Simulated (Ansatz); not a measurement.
# La: the cost of one run

Program: Ansatz 0.2.0. Level of theory: DFT HSE06, scalar-relativistic, plane waves, PAW (the target; the first runs use scalar-relativistic PBE). These are calculated values, not measurements.

### 1 The system as given

Symmetry: P6_3/mmc, No. 194, hexagonal system. The conventional cell has a = 3.770 Å, b = 3.770 Å, c = 12.130 Å, α = 90.00°, β = 90.00°, γ = 120.00°. La (site symmetry -3m) has 12 La at 3.73 to 3.77 Å as nearest neighbours. La (site symmetry -6m2) has 12 La at 3.73 to 3.77 Å as nearest neighbours.

As a file:

```cif
data_structure
_symmetry_space_group_name_H-M 'P6_3/mmc'
_symmetry_Int_Tables_number 194
_cell_length_a 3.7700
_cell_length_b 3.7700
_cell_length_c 12.1300
_cell_angle_alpha 90.000
_cell_angle_beta 90.000
_cell_angle_gamma 120.000
_cell_volume 149.30
loop_
_atom_site_label
_atom_site_type_symbol
_atom_site_symmetry_multiplicity
_atom_site_Wyckoff_symbol
_atom_site_fract_x
_atom_site_fract_y
_atom_site_fract_z
_atom_site_occupancy
La1 La 2 a 0.00000 0.00000 0.00000 1
La2 La 2 c 0.33333 0.66667 0.25000 1
```

### 2 Relaxing cell and atoms (PBE, 6×6×2 mesh)

Contents of input.yaml:

```yaml
crystal:
  lattice:
    - [3.77, 0.0, 0.0]
    - [-1.885, 3.2649157723, 0.0]
    - [0.0, 0.0, 12.13]
  atoms:
    - { symbol: La, position: [0.0, 0.0, 0.0] }
    - { symbol: La, position: [0.0, 0.0, 0.5] }
    - { symbol: La, position: [0.3333333333, 0.6666666667, 0.25] }
    - { symbol: La, position: [0.6666666667, 0.3333333333, 0.75] }
basis:
  ecutwfc: 420
  ecutrho_ratio: 4
kpoints:
  mp_grid: { grid: [6, 6, 2] }
hamiltonian:
  xc: pbe
scf:
  occupations: { method: gaussian, width: 0.05 }
output:
  forces: true
  stress: true
  eigenvalues: true
relax:
  f_tol: 0.03
  max_steps: 60
  cell: { stress_tol: 0.3 }
```

Q: Estimate wall time and peak memory on 4 threads of an Arm CPU, shared host.

About 3.6 s, with a peak of 0.5 GiB.
